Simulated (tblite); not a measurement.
# GFN1-xTB (ALPB cs2, coupling 0.01 1/fs, Bussi dynamics, md temperature 100 K, start temperature 100 K) run of triplet [BPH2Br3]−

Wanted: a short trajectory of triplet [BPH2Br3]−. The job is set up through an ASE script.

The calculation is run with tblite 0.8.0.

4 further runs of the same task are left out: 4 set aside as unsound or not needed.

## 1. The system as given

[BPH2Br3]−: 7 atoms, total charge -1, spin state triplet. SMILES of the parent species: `P[B-](Br)(Br)Br`. The coordinates come from a GFN2-xTB relaxation. That shape belongs to the parent species and isn't relaxed for this state. The run starts from this shape.

Bond lengths: P1–B2 1.992 Å, B2–Br3 2.025 Å, B2–Br4 2.025 Å, B2–Br5 2.030 Å, P1–H6 1.389 Å, P1–H7 1.389 Å. Angles: P1–B2–Br3 108.0°, P1–B2–Br4 108.0°, P1–B2–Br5 112.8°, Br3–B2–Br4 109.9°, Br3–B2–Br5 109.0°, Br4–B2–Br5 109.1°, B2–P1–H6 97.0°, B2–P1–H7 97.0°, H6–P1–H7 92.2°.

## 2. A short trajectory at GFN1-xTB (ALPB cs2, coupling 0.01 1/fs, Bussi dynamics, md temperature 100 K, start temperature 100 K)

Input file run.py:

```python
import json
import numpy as np
from ase.io.zmatrix import parse_zmatrix
from tblite.ase import TBLite
from ase.units import kcal, mol as mol_
from ase.units import Debye
from ase import units
from ase.md.velocitydistribution import MaxwellBoltzmannDistribution, Stationary, ZeroRotation
from ase.md.bussi import Bussi

molecule = parse_zmatrix("""
P
B 1 1.991627
Br 2 2.024603 1 107.99356
Br 2 2.024527 1 108.01807 3 -118.77465
Br 2 2.029516 1 112.77482 3 120.55951
H 1 1.389118 2 97.02271 4 167.04398
H 1 1.389256 6 92.21053 2 97.32309
""")
start = molecule.get_positions()

molecule.calc = TBLite(
    method="GFN1-xTB",
    charge=-1,
    multiplicity=3,
    spin_polarization=1.0,
    solvation=("alpb", "cs2"),
    verbosity=0,
)
MaxwellBoltzmannDistribution(molecule, temperature_K=100, rng=np.random.default_rng(270))
Stationary(molecule)
ZeroRotation(molecule)
dyn = Bussi(molecule, timestep=0.5 * units.fs, temperature_K=100, taut=100 * units.fs, rng=np.random.default_rng(270), trajectory="md.traj", logfile="-", loginterval=10)
dyn.run(600)
print(f"Potential energy: {molecule.get_potential_energy() / (kcal / mol_):.6f} kcal/mol")
print(f"Dipole: {np.linalg.norm(molecule.get_dipole_moment()) / Debye:.4f} D")
print("Charges:", np.round(molecule.get_charges(), 4))
print("Final positions (angstrom):")
for a in molecule:
    print(f"{a.symbol:<2} {a.x:12.6f} {a.y:12.6f} {a.z:12.6f}")
json.dump(dict(energy=molecule.get_potential_energy(), forces=molecule.get_forces().tolist(), dipole=molecule.get_dipole_moment().tolist(), charges=molecule.get_charges().tolist(),
               symbols=molecule.get_chemical_symbols(), start=start.tolist(), final=molecule.positions.tolist()), open("results.json", "w"))
```

On the command line:

```console
$ python run.py
```

Q: Predict the results. Wanted: potential energy of the last frame.

Computed results:

Level: GFN1-xTB (ALPB cs2, coupling 0.01 1/fs, Bussi dynamics, md temperature 100 K, start temperature 100 K).

```
                          quantity         value
potential energy of the last frame  -17.00300 Eh
```

What this shows: Mulliken charges run from -0.27 on Br4 to -0.01 on H6. The run spans only 300 fs, so it is not equilibrated: the temperature averages 287 K over its second half, against 99 K at the start.
